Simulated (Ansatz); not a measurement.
# C6H15ClO3Ti: the cost of one run

Computed with Ansatz 0.2.0, Gaussian basis. Level: one geometry, several basis sets.

Levels to be run: PBE0-D4/def2-SVP; ωB97M-V/def2-SVP; PBE0-D4/def2-QZVPP; ωB97M-V/def2-QZVPP; the functionals' def2-TZVPP values are taken from earlier runs.

### Step 1. The geometry

An earlier PBE0-D4 in a triple-zeta def2 set relaxation fixed the geometry.

SMILES `CC[O][Ti]([Cl])([O]CC)[O]CC`, 26 atoms, charge 0, spin multiplicity 1.

Atoms are counted from 1 here; the program's logs count them from 0.

Bond lengths: C1–C2 1.512 Å, C1–H12 1.092 Å, C1–H13 1.093 Å, C1–H14 1.093 Å, C2–O3 1.397 Å, C2–H15 1.096 Å, C2–H16 1.097 Å, O3–Ti4 1.767 Å, Ti4–Cl5 2.242 Å, Ti4–O6 1.767 Å, Ti4–O9 1.767 Å, O6–C7 1.397 Å, C7–C8 1.512 Å, C7–H17 1.096 Å, C7–H18 1.097 Å, C8–H19 1.093 Å, C8–H20 1.093 Å, C8–H21 1.092 Å and more. Angles: C2–C1–H12 110.7°, C2–C1–H13 110.7°, C2–C1–H14 110.2°, H12–C1–H13 108.3°, H12–C1–H14 108.5°, H13–C1–H14 108.3°, C1–C2–O3 112.2°, C1–C2–H15 110.4°, C1–C2–H16 110.4°, O3–C2–H15 108.2°, O3–C2–H16 108.2°, H15–C2–H16 107.3°, C2–O3–Ti4 152.0°, O3–Ti4–Cl5 110.3°, O3–Ti4–O6 108.7°, O3–Ti4–O9 108.7°, Cl5–Ti4–O6 110.3°, Cl5–Ti4–O9 110.3° and more.

### Step 2. PBE0-D4 in def2-SVP

in.yaml

```yaml
crystal:
  periodic: [false, false, false]
  atoms:
    - {symbol: C, position_ang: [-1.016844, 1.031963, 2.401562]}
    - {symbol: C, position_ang: [-1.326330, -0.447324, 2.344103]}
    - {symbol: O, position_ang: [-0.443336, -1.138785, 1.511215]}
    - {symbol: Ti, position_ang: [0.972835, -1.212490, 0.457315]}
    - {symbol: Cl, position_ang: [2.323470, -2.887635, 1.087122]}
    - {symbol: O, position_ang: [1.827654, 0.330715, 0.550585]}
    - {symbol: C, position_ang: [2.241834, 1.548672, 0.006411]}
    - {symbol: C, position_ang: [1.685579, 1.771925, -1.382095]}
    - {symbol: O, position_ang: [0.428366, -1.457890, -1.205310]}
    - {symbol: C, position_ang: [-0.569335, -1.541587, -2.179285]}
    - {symbol: C, position_ang: [-1.941127, -1.239735, -1.618561]}
    - {symbol: H, position_ang: [-0.003087, 1.200389, 2.770395]}
    - {symbol: H, position_ang: [-1.100216, 1.483571, 1.409942]}
    - {symbol: H, position_ang: [-1.718202, 1.537979, 3.069398]}
    - {symbol: H, position_ang: [-1.268404, -0.889472, 3.345551]}
    - {symbol: H, position_ang: [-2.345962, -0.611268, 1.973978]}
    - {symbol: H, position_ang: [3.337829, 1.558397, -0.014298]}
    - {symbol: H, position_ang: [1.921517, 2.352239, 0.681130]}
    - {symbol: H, position_ang: [2.038158, 2.726460, -1.780256]}
    - {symbol: H, position_ang: [0.593128, 1.790162, -1.363101]}
    - {symbol: H, position_ang: [2.002932, 0.975287, -2.057938]}
    - {symbol: H, position_ang: [-0.321826, -0.839209, -2.984896]}
    - {symbol: H, position_ang: [-0.544626, -2.550340, -2.607765]}
    - {symbol: H, position_ang: [-1.979715, -0.224904, -1.215057]}
    - {symbol: H, position_ang: [-2.696400, -1.326154, -2.403462]}
    - {symbol: H, position_ang: [-2.192389, -1.936766, -0.816583]}
basis:
  gaussian: {orbitals: def2-SVP}
hamiltonian: {xc: pbe0, dispersion: d4}
output: {orbitals: {seedname: orbitals}}
```

Started as:

```bash
$ ansatz run in.yaml --threads 11 --pin off --events-out ev --progress --plain --max-ram 174080MiB --backend cpu
```

Q: Estimate wall time and peak memory on 11 threads of AMD EPYC 7R13, shared host.

About 3.4 s, with a peak of 1.7 GiB.
